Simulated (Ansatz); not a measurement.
**CH₃BClNO: one species, many methods**

Aim: compute CH₃BClNO with functionals from several rungs and with coupled cluster, and see how far each lands from CCSD(T) at the basis-set limit for the atomisation energy.

Program: Ansatz 0.2.0, Gaussian basis. Level of theory: functionals in def2-TZVPP, the program's frozen cores in correlated methods. These are calculated values, not measurements.

Levels to be run: LDA (SPW92), PBE-D4, revPBE-D4, BLYP-D4, r2SCAN-D4, B97M-V, PBE0-D4, B3LYP-D4, r2SCANh-D4, r2SCAN0-D4, HSE06-D4, BHLYP-D4, CAM-B3LYP-D4, LC-ωPBE, ωB97X-V, ωB97M-V, B2PLYP, PBE-QIDH; CCSD(T)/def2-SVP; CCSD(T)/def2-TZVPP; MP2/def2-QZVPP; extrapolation to the limit; RPA on PBE.

## 1. The geometry

All runs share one geometry, relaxed beforehand with PBE0-D4 in a triple-zeta def2 set.

SMILES `N=CB(O)Cl`, 8 atoms, charge 0, spin multiplicity 1.

Atoms are counted from 1 here; the program's logs count them from 0.

Bond lengths: N1–C2 1.270 Å, N1–H6 1.025 Å, C2–B3 1.571 Å, C2–H7 1.096 Å, B3–O4 1.342 Å, B3–Cl5 1.771 Å, O4–H8 0.962 Å. Angles: C2–N1–H6 110.1°, N1–C2–B3 126.2°, N1–C2–H7 116.5°, B3–C2–H7 117.2°, C2–B3–O4 119.1°, C2–B3–Cl5 119.9°, O4–B3–Cl5 121.0°, B3–O4–H8 114.5°.

## 2. LDA

This LDA is Slater exchange with PW92 correlation.

Input file in.yaml:

```yaml
crystal:
  periodic: [false, false, false]
  atoms:
    - {symbol: N, position_ang: [-0.428540, 1.745593, 0.743683]}
    - {symbol: C, position_ang: [-0.322665, 0.482149, 0.812438]}
    - {symbol: B, position_ang: [0.172346, -0.471905, -0.333954]}
    - {symbol: O, position_ang: [0.230142, -1.793214, -0.105455]}
    - {symbol: Cl, position_ang: [0.644353, 0.203485, -1.901452]}
    - {symbol: H, position_ang: [-0.141039, 2.072779, -0.183706]}
    - {symbol: H, position_ang: [-0.604618, 0.018193, 1.764390]}
    - {symbol: H, position_ang: [0.542121, -2.314078, -0.851745]}
basis:
  gaussian: {orbitals: def2-TZVPP}
hamiltonian: {xc: lda}
output: {orbitals: {seedname: orbitals}}
```

After this run come: PBE-D4 (GGA); revPBE-D4 (GGA); BLYP-D4 (GGA); r2SCAN-D4 (meta-GGA); B97M-V (meta-GGA); PBE0-D4 (hybrid); B3LYP-D4 (hybrid); r2SCANh-D4 (hybrid); r2SCAN0-D4 (hybrid); HSE06-D4 (hybrid); BHLYP-D4 (hybrid); CAM-B3LYP-D4 (range-separated); LC-ωPBE (range-separated); ωB97X-V (range-separated); ωB97M-V (range-separated); B2PLYP (double hybrid); PBE-QIDH (double hybrid); CCSD(T) in def2-SVP; CCSD(T) in def2-TZVPP; MP2 in def2-QZVPP; RPA on PBE orbitals.

**Question.** What will the summary of the whole plan be? Wanted: atomisation energy, CCSD(T)/CBS; farthest beyond LDA; mean size of error, GGA; mean size of error, meta-GGA; mean size of error, hybrid; mean size of error, range-separated; mean size of error, double hybrid; gap, smallest and largest; T1 diagnostic.

The runs gave:

| quantity | value |
| --- | --- |
| atomisation energy, CCSD(T)/CBS | 3252.3 kJ/mol |
| functionals within 16.3 kJ/mol (0.5 %) | B3LYP-D4, r2SCANh-D4, LC-ωPBE, ωB97X-V, PBE-QIDH |
| farthest beyond LDA | PBE-D4 (+131.7 kJ/mol) |
| mean size of error, GGA | 66.4 kJ/mol |
| mean size of error, meta-GGA | 25.8 kJ/mol |
| mean size of error, hybrid | 44.6 kJ/mol |
| mean size of error, range-separated | 18.7 kJ/mol |
| mean size of error, double hybrid | 14.5 kJ/mol |
| gap, smallest and largest | 2.99 eV (LDA (SPW92)), 10.92 eV (LC-ωPBE) |
| T1 diagnostic | 0.0127 |
| triples share of the correlation energy | 4.2 % |

**Reading.** LDA overbinds by 557.3 kJ/mol (17 %). PBE-D4 is off by +131.7 kJ/mol. Double hybrids carry the basis error of their MP2 part in triple zeta, and no dispersion term here, so their miss is partly the set-up's. By mean error the best rung here is double hybrid (14.5 kJ/mol) and the worst beyond LDA is GGA (66.4 kJ/mol). The gap between the best rungs is small, so their order is not settled. The reference freezes the cores and leaves out relativity and excitations past (T), so misses under about 16.3 kJ/mol can't be ranked. Hartree-Fock recovers 70 % of the binding; the rest is correlation. CCSD(T) in def2-SVP is off by -169.3 kJ/mol, which most functionals beat. The gap grows from 3.0 to 10.9 eV across the functionals, mostly with the share of exact exchange. The restricted reference is unstable towards a spin-broken one.
